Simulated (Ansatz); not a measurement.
# Re (Rhenium): the cost of one run

Computed with Ansatz 0.2.0 (DFT PBEsol, frozen-core PAW, scalar-relativistic unless said, unless a step's input says otherwise).

## Step 1: The starting structure

The structure is hexagonal, space group P6_3/mmc (No. 194). The conventional cell has a = 2.761 Å, b = 2.761 Å, c = 4.458 Å, α = 90.00°, β = 90.00°, γ = 120.00°. Re (site symmetry -6m2) has 12 Re at 2.74 to 2.76 Å as nearest neighbours.

As a file:

```xyz
2
Lattice="2.7608 0.0000 0.0000 -1.3804 2.3909 0.0000 0.0000 0.0000 4.4582" Properties=species:S:1:pos:R:3 pbc="T T T"
Re    0.0000    1.5939    1.1145
Re    1.3804    0.7970    3.3436
```

Cartesian axes are those of the input's lattice vectors. The structure goes back to a database entry.

## Step 2: Cell and atoms relaxed, PAW

The input, input.yaml:

```yaml
crystal:
  lattice:
    - [2.76080000001, 0.0, 0.0]
    - [-1.38040000001, 2.39092293478, 0.0]
    - [0.0, 0.0, 4.4582]
  atoms:
    - { symbol: Re, position: [0.333333333333, 0.666666666667, 0.25] }
    - { symbol: Re, position: [0.666666666667, 0.333333333333, 0.75] }
kpoints:
  mp_grid: { grid: [20, 20, 12] }
scf:
  occupations: { method: fermi_dirac, width: 0.1 }
hamiltonian:
  xc: pbesol
  pseudopotentials: { kind: paw }
relax:
  f_tol: 0.002
  max_steps: 80
  cell: {}
output:
  forces: true
  stress: true
```

Started as:

```sh
$ ansatz run input.yaml --threads 1 --pin off --max-ram 3072MiB --backend cpu --events-out ev --progress --plain --runs-dir out
```

Q: Estimate wall time and peak memory on 1 thread of Arm Neoverse V1, shared host.

About 34 s, with a peak of 0.42 GiB.
